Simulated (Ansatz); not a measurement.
# C2H7NOSi (SMILES N[Si]1(O)CC1) at B3LYP/6-31G(d) (spherical functions)

Aim: the vertical ionisation energy of C2H7NOSi at B3LYP/6-31G* (spherical functions), from 2 runs. 

The calculation is run with Ansatz 0.2.0.

72 further runs of the same task are left out: 72 set aside as unsound or not needed. Runs told in other sessions of the task aren't counted.

### 1 The structure to begin with

The species is C2H7NOSi (12 atoms), meant as a singlet with charge 0. SMILES: `N[Si]1(O)CC1`. The coordinates come from a PBE0-D4/def2-TZVP relaxation. This is one conformer, not always the lowest.

Bond lengths: N1–Si2 1.705 Å, Si2–O3 1.639 Å, Si2–C4 1.816 Å, Si2–C5 1.818 Å, C4–C5 1.595 Å, N1–H6 1.007 Å, N1–H7 1.006 Å, O3–H8 0.959 Å, C4–H9 1.086 Å, C4–H10 1.086 Å, C5–H11 1.087 Å, C5–H12 1.086 Å. Some angles: N1–Si2–O3 110.6°, N1–Si2–C4 126.8°, N1–Si2–C5 119.0°, O3–Si2–C4 115.3°, O3–Si2–C5 122.1°, C4–Si2–C5 52.1°, Si2–C4–C5 64.0°, Si2–C5–C4 63.9°, Si2–N1–H6 121.3°, Si2–N1–H7 119.6°.

### 2 A single-point energy at B3LYP/6-31G(d) (spherical functions)

File in.yaml:

```yaml
crystal:
  periodic: [false, false, false]
  atoms:
    - {symbol: N, position_ang: [-1.526600, -0.226600, 1.088800]}
    - {symbol: Si, position_ang: [0.054700, -0.215700, 0.451700]}
    - {symbol: O, position_ang: [1.088500, -0.992400, 1.459500]}
    - {symbol: C, position_ang: [0.802600, 1.075400, -0.583000]}
    - {symbol: C, position_ang: [0.278500, -0.220100, -1.352700]}
    - {symbol: H, position_ang: [-1.738500, 0.210300, 1.971300]}
    - {symbol: H, position_ang: [-2.314600, -0.202800, 0.463100]}
    - {symbol: H, position_ang: [0.770000, -1.825800, 1.812300]}
    - {symbol: H, position_ang: [0.262900, 1.988900, -0.815300]}
    - {symbol: H, position_ang: [1.878900, 1.218600, -0.612900]}
    - {symbol: H, position_ang: [-0.543500, -0.047500, -2.042300]}
    - {symbol: H, position_ang: [1.064100, -0.817500, -1.806500]}
basis:
  gaussian:
    orbitals: 6-31G_st_-spherical.json
hamiltonian:
  xc: {name: B3LYP}
accuracy: high
output: {orbitals: {seedname: orbitals}}
```

The basis set 6-31G* is read from a file made from the Basis Set Exchange's data (not shown).

On the command line:

```console
$ ansatz run in.yaml --threads 1 --pin off --max-ram 2610MiB --events-out events.jsonl --progress --plain --runs-dir runs
```

Standard output:

```text
Warning: RAYON_NUM_THREADS=1 ignored (pool sized by the plan → 1); use --threads N
Functional definition: B3LYP
  name "B3LYP"
  parameter a0 = 0.2
  parameter ax = 0.72
  parameter ac = 0.81
  exchange = (1 - a0 - ax)*slater_x + ax*b88_x + a0*exact_x
  correlation = (1 - ac)*vwn_rpa_c + ac*lyp_c
2131 factors; integrals over basis functions are off by at most 3.8e-9 eV
mean field evaluation 1: about -13588.8579 eV, gradient 8.3e1 eV
mean field evaluation 2: about -13578.2413 eV, gradient 1.1e2 eV
mean field evaluation 4: about -13602.8924 eV, gradient 4.8e0 eV
mean field evaluation 8: about -13603.1898 eV, gradient 1.4e-1 eV
mean field evaluation 16: about -13603.1899 eV, gradient 9.8e-5 eV
mean field -13603.18990714 eV, -499.9080085142 hartree, gradient 1.3e-8 eV, S^2 0.000000; 0 other end points of the search recorded, 0 dependent functions left out
reference -13603.18994652 eV, -499.9080099615 hartree; 24, 24 occupied and 64, 64 virtual orbitals, 2131 factors
Total energy: -13603.18994652 eV, -499.9080099615 hartree
```

Wall time 14 s (1 thread of Arm Neoverse V1, shared host); peak memory 0.32 GiB.

### 3 The doublet cation, same level

File input.yaml:

```yaml
crystal:
  periodic: [false, false, false]
  atoms:
    - {symbol: N, position_ang: [-1.526600, -0.226600, 1.088800]}
    - {symbol: Si, position_ang: [0.054700, -0.215700, 0.451700]}
    - {symbol: O, position_ang: [1.088500, -0.992400, 1.459500]}
    - {symbol: C, position_ang: [0.802600, 1.075400, -0.583000]}
    - {symbol: C, position_ang: [0.278500, -0.220100, -1.352700]}
    - {symbol: H, position_ang: [-1.738500, 0.210300, 1.971300]}
    - {symbol: H, position_ang: [-2.314600, -0.202800, 0.463100]}
    - {symbol: H, position_ang: [0.770000, -1.825800, 1.812300]}
    - {symbol: H, position_ang: [0.262900, 1.988900, -0.815300]}
    - {symbol: H, position_ang: [1.878900, 1.218600, -0.612900]}
    - {symbol: H, position_ang: [-0.543500, -0.047500, -2.042300]}
    - {symbol: H, position_ang: [1.064100, -0.817500, -1.806500]}
basis:
  gaussian: {orbitals: 6-31G_st_-spherical.json}
total_charge: 1
magnetization: {spin_polarized: true, initial_magnetization: 1}
hamiltonian: {xc: {name: B3LYP}}
accuracy: high
output: {orbitals: {seedname: orbitals}}
```

The basis set 6-31G* is read from a file made from the Basis Set Exchange's data (not shown).

On the command line:

```console
$ ansatz run input.yaml --threads 1 --pin off --max-ram 2610MiB --events-out events.jsonl --progress --plain --runs-dir runs
```

Standard output, shortened:

```text
Warning: RAYON_NUM_THREADS=1 ignored (pool sized by the plan → 1); use --threads N
[... 7 set-up lines as earlier in the session ...]
2128 factors; integrals over basis functions are off by at most 3.9e-9 eV
mean field evaluation 1: about -13575.5691 eV, gradient 7.0e1 eV
mean field evaluation 2: about -13551.5347 eV, gradient 9.9e1 eV
mean field evaluation 4: about -13594.5127 eV, gradient 5.1e0 eV
mean field evaluation 8: about -13594.8878 eV, gradient 9.3e-1 eV
mean field evaluation 16: about -13594.8930 eV, gradient 5.2e-3 eV
mean field evaluation 32: about -13594.8930 eV, gradient 4.0e-8 eV
mean field -13594.89301161 eV, -499.6031032272 hartree, gradient 4.0e-8 eV, S^2 0.754334; 2 other end points of the search recorded, 0 dependent functions left out
reference -13594.89305025 eV, -499.6031046471 hartree; 24, 23 occupied and 64, 65 virtual orbitals, 2128 factors
Total energy: -13594.89305025 eV, -499.6031046471 hartree
```

Wall time 24 s (1 thread of Arm Neoverse V1, shared host); peak memory 0.47 GiB.

### 4 Summary of results

Level: B3LYP/6-31G* (spherical functions).

```
                                          quantity          value
                    singlet C2H7NOSi: total energy  -499.90801 Eh
                     singlet C2H7NOSi: HOMO energy       -5.90 eV
                     singlet C2H7NOSi: LUMO energy        1.11 eV
                   singlet C2H7NOSi: HOMO–LUMO gap        7.01 eV
                      doublet cation: total energy  -499.60310 Eh
doublet cation: HOMO energy (highest over α and β)      -13.03 eV
 doublet cation: LUMO energy (lowest over α and β)      -10.68 eV
                              doublet cation: ⟨S²⟩          0.754
vertical ionisation energy (to the doublet cation)       8.297 eV
```

What this shows: Removing an electron at fixed nuclei costs 8.30 eV (191 kcal/mol). The negative HOMO energy of the first species, 5.90 eV, lies 2.40 eV below that difference.
